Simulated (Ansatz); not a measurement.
# Ga4O: the cost of one run

Program: Ansatz 0.2.0. Level of theory: DFT PBE, scalar-relativistic, plane waves, PAW. These are calculated values, not measurements.

**1. The system as given**

The structure is hexagonal, space group P6/mmm (No. 191). The conventional cell has a = 4.889 Å, b = 4.889 Å, c = 4.480 Å, α = 90.00°, β = 90.00°, γ = 120.00°. Around Ga (site symmetry 3m) lie 1 Ga at 1.96 Å. Around O (site symmetry 6/mmm) lie 12 Ga at 2.99 Å.

Structure file:

```cif
data_structure
_symmetry_space_group_name_H-M 'P6/mmm'
_symmetry_Int_Tables_number 191
_cell_length_a 4.8886
_cell_length_b 4.8886
_cell_length_c 4.4796
_cell_angle_alpha 90.000
_cell_angle_beta 90.000
_cell_angle_gamma 120.000
_cell_volume 92.71
loop_
_atom_site_label
_atom_site_type_symbol
_atom_site_symmetry_multiplicity
_atom_site_Wyckoff_symbol
_atom_site_fract_x
_atom_site_fract_y
_atom_site_fract_z
_atom_site_occupancy
Ga1 Ga 4 h 0.33333 0.66667 0.78162 1
O1 O 1 a 0.00000 0.00000 0.00000 1
```

The cell is invented: random cell by space group and Wyckoff sites (P6/mmm, No. 191). Lengths come from tabulated atomic sizes and are only a guess.

**2. A first look at the guess**

input.yaml reads:

```yaml
crystal:
  lattice:
    - [4.88862634, 0.0, 0.0]
    - [-2.44431317, 4.2336746, 0.0]
    - [0.0, 0.0, 4.4795834]
  atoms:
    - { symbol: Ga, position: [0.33333333, 0.66666667, 0.78162496] }
    - { symbol: Ga, position: [0.33333333, 0.66666667, 0.21837504] }
    - { symbol: Ga, position: [0.66666667, 0.33333333, 0.21837504] }
    - { symbol: Ga, position: [0.66666667, 0.33333333, 0.78162496] }
    - { symbol: O, position: [0.0, 0.0, 0.0] }
basis:
  ecutwfc: 420
kpoints:
  mp_grid: { grid: [6, 6, 4] }
hamiltonian:
  xc: pbe
scf:
  occupations: { method: gaussian, width: 0.1 }
  lower_state_search: "off"
output:
  forces: true
  stress: true
  eigenvalues: true
```

Run with:

```sh
$ ansatz run input.yaml --threads 1 --pin off --max-ram 2560MiB --backend cpu --events-out ev --progress --plain --runs-dir out
```

Q: Estimate wall time and peak memory on 1 thread of Intel Xeon at 2.50GHz (Skylake/Cascade Lake), shared host.

About 8.1 s, with a peak of 0.38 GiB.
